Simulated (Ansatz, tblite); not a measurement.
**(LiF)11 cage of four- and six-membered rings (Li₁₁F₁₁): rung by rung**

One table from this session's results is given with a row withheld; the runs are named, their logs left out.

Method: as each input shows; program: Ansatz 0.2.0, Gaussian basis.

Levels to be run: GFN1-xTB, GFN2-xTB, PBE-D4/def2-TZVP, r2SCAN-D4/def2-TZVP, BLYP-D4/def2-TZVP, HF/def2-TZVP, PBE-D4/def2-SVP, PBE0-D4/def2-SVP, HF/STO-3G, HF/6-31G, B3LYP-D4/6-31G, MP2/def2-SVP, RPA/def2-SVP.

5 further runs of the same task are left out: 5 that didn't finish. Runs told in other sessions of the task aren't counted.

## The geometry

The singlet was relaxed beforehand with r2SCAN-D4/def2-SVP.

22 atoms, charge 0, spin multiplicity 1.

Bond lengths: Li1–F2 1.777 Å, Li1–F4 1.814 Å, Li1–F6 1.786 Å, F2–Li3 1.818 Å, F2–Li9 1.781 Å, Li3–F4 1.786 Å, Li3–F12 1.787 Å, F4–Li5 1.789 Å, Li5–F6 1.829 Å, Li5–F14 1.756 Å, F6–Li7 1.761 Å, Li7–F8 1.806 Å, Li7–F16 1.806 Å, F8–Li9 1.791 Å, F8–Li17 1.806 Å, Li9–F10 1.781 Å, F10–Li11 1.818 Å, F10–Li19 1.777 Å and more. Angles: F2–Li1–F4 95.7°, F2–Li1–F6 122.3°, F4–Li1–F6 95.7°, Li1–F2–Li3 84.3°, Li1–F2–Li9 120.7°, Li3–F2–Li9 114.9°, F2–Li3–F4 95.3°, F2–Li3–F12 117.2°, F4–Li3–F12 123.0°, Li1–F4–Li3 84.1°, Li1–F4–Li5 84.6°, Li3–F4–Li5 112.7°, F4–Li5–F6 95.1°, F4–Li5–F14 117.8°, F6–Li5–F14 115.9°, Li1–F6–Li5 84.3°, Li1–F6–Li7 114.2°, Li5–F6–Li7 113.5° and more.

Geometry (Å):

```
Li    0.8293    0.9129   -2.9099
F     0.9484    2.0002   -1.5099
Li   -0.8679    1.9134   -1.5180
F    -0.9798    0.9690   -3.0299
Li   -0.8854   -0.7960   -2.7505
F     0.9422   -0.8623   -2.7522
Li    1.6268   -1.4084   -1.2245
F     2.2721   -0.2485    0.0007
Li    1.7191    1.4552    0.0006
F     0.9476    1.9999    1.5109
Li   -0.8688    1.9132    1.5179
F    -1.6699    1.4170   -0.0003
Li   -2.1668   -0.3079   -0.0006
F    -1.6742   -1.4407   -1.3206
Li   -0.8915   -2.3901   -0.0005
F     0.8681   -2.4985    0.0000
Li    1.6261   -1.4088    1.2252
F    -1.6751   -1.4410    1.3194
Li    0.8277    0.9123    2.9105
F    -0.9816    0.9683    3.0295
Li   -0.8870   -0.7966    2.7498
F     0.9406   -0.8629    2.7526
```

PBE0-D4/def2-TZVP was run before; its log isn't repeated, and its numbers join the tables.

The first run:

Tight binding, by tblite at 300 K electronic temperature and without a spin-polarisation term:

```python
tblite.interface.Calculator('GFN1-xTB', numbers, positions, charge=0, uhf=0).singlepoint()
```

Tight binding, by tblite at 300 K electronic temperature and without a spin-polarisation term:

```python
tblite.interface.Calculator('GFN2-xTB', numbers, positions, charge=0, uhf=0).singlepoint()
```

start.molden holds the orbitals of an earlier run on this state, given as this run's starting guess.

Input file in.yaml:

```yaml
crystal:
  periodic: [false, false, false]
  atoms:
    - {symbol: Li, position_ang: [0.829338, 0.912933, -2.909893]}
    - {symbol: F, position_ang: [0.948424, 2.000195, -1.509927]}
    - {symbol: Li, position_ang: [-0.867881, 1.913433, -1.518045]}
    - {symbol: F, position_ang: [-0.979818, 0.968990, -3.029945]}
    - {symbol: Li, position_ang: [-0.885426, -0.795959, -2.750505]}
    - {symbol: F, position_ang: [0.942196, -0.862277, -2.752188]}
    - {symbol: Li, position_ang: [1.626786, -1.408446, -1.224540]}
    - {symbol: F, position_ang: [2.272109, -0.248453, 0.000660]}
    - {symbol: Li, position_ang: [1.719051, 1.455207, 0.000650]}
    - {symbol: F, position_ang: [0.947552, 1.999922, 1.510883]}
    - {symbol: Li, position_ang: [-0.868763, 1.913162, 1.517932]}
    - {symbol: F, position_ang: [-1.669889, 1.417022, -0.000334]}
    - {symbol: Li, position_ang: [-2.166791, -0.307892, -0.000628]}
    - {symbol: F, position_ang: [-1.674245, -1.440667, -1.320636]}
    - {symbol: Li, position_ang: [-0.891459, -2.390140, -0.000494]}
    - {symbol: F, position_ang: [0.868102, -2.498450, 0.000001]}
    - {symbol: Li, position_ang: [1.626121, -1.408752, 1.225218]}
    - {symbol: F, position_ang: [-1.675055, -1.440994, 1.319396]}
    - {symbol: Li, position_ang: [0.827653, 0.912295, 2.910500]}
    - {symbol: F, position_ang: [-0.981576, 0.968331, 3.029519]}
    - {symbol: Li, position_ang: [-0.887022, -0.796570, 2.749826]}
    - {symbol: F, position_ang: [0.940603, -0.862888, 2.752559]}
basis:
  gaussian: {orbitals: def2-TZVP, initial_orbitals: start.molden}
hamiltonian: {xc: pbe, dispersion: d4}
scf: {omitted_lower_state_checks: [starts]}
output: {orbitals: {seedname: orbitals}}
```

The run is started by

```
$ ansatz run in.yaml --threads 4 --pin off --events-out ev --progress --plain --max-ram 6963MiB
```

Steps of the session up to this table: PBE-D4/def2-TZVP; r2SCAN-D4/def2-TZVP; BLYP-D4/def2-TZVP; HF/def2-TZVP; PBE-D4/def2-SVP; PBE0-D4/def2-SVP; HF/STO-3G; HF/6-31G; B3LYP-D4/6-31G; MP2/def2-SVP; RPA/def2-SVP.

One of the session's tables, all rows but one given; the rest of the session is left out.

It belongs to the step «Binding energy». 

| level | binding an atom (eV) |
| --- | --- |
| HF/STO-3G | 3.646 |
| HF/6-31G | 3.209 |
| HF/def2-SVP | 3.273 |
| HF/def2-TZVP | 3.081 |
| PBE-D4/def2-SVP | 4.305 |
| PBE-D4/def2-TZVP | 4.085 |
| BLYP-D4/def2-TZVP | 4.106 |
| r2SCAN-D4/def2-TZVP | 4.051 |
| B3LYP-D4/6-31G | 4.202 |
| PBE0-D4/def2-SVP | 4.164 |
| PBE0-D4/def2-TZVP | 3.966 |
| RPA/def2-SVP | ? |
| MP2/def2-SVP | 4.176 |

Estimate the missing values for RPA/def2-SVP.

**Answer.** binding an atom (eV): 3.707. In the column «binding an atom (eV)» it lies between HF/STO-3G (3.646) and PBE0-D4/def2-TZVP (3.966).

Caveats from the session: Free atoms were run apart at each level; binding is atoms less cluster, divided by the number of atoms, without zero-point or spin-orbit terms.
